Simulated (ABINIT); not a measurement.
**Sn3Se in ABINIT: the effect of functional**

Crystal: Sn3Se.

```xyz
4
Lattice="0.0000 3.7331 3.7331 3.7331 0.0000 3.7331 3.7331 3.7331 0.0000" Properties=species:S:1:pos:R:3 pbc="T T T"
Sn    3.7331    3.7331    3.7331
Sn    5.5997    5.5997    5.5997
Sn    1.8666    1.8666    1.8666
Se    0.0000    0.0000    0.0000
```

The cell comes from a database or a generator and needn't be the stable form of this composition.

Alike in all runs:

* Program: ABINIT 10.8.3 (patched build)
* Task: band structure
* k mesh: 6 × 6 × 6
* Occupations: fermi-dirac, width 0.05 eV
* Spin: no spin polarisation

```tsv
functional	potentials or basis	cutoff	pressure (GPa)
PBEsol	PseudoDojo NC SR PBEsol v0.4.1 standard	1170 eV	-3.1
LDA	JTH PAW LDA v2.0	599 eV	-4.5
r2SCAN	JTH PAW PBE v2.0	707 eV	-1.6
PBE	JTH PAW PBE v2.0	599 eV	?
```

Problem. What does the run with functional PBE give?

Solution. Pressure -0.2 GPa.

Caveats: the PAW data sets were made with another functional, which shifts forces and pressure a little (some runs).

The runs don't all hold the same shells in valence.
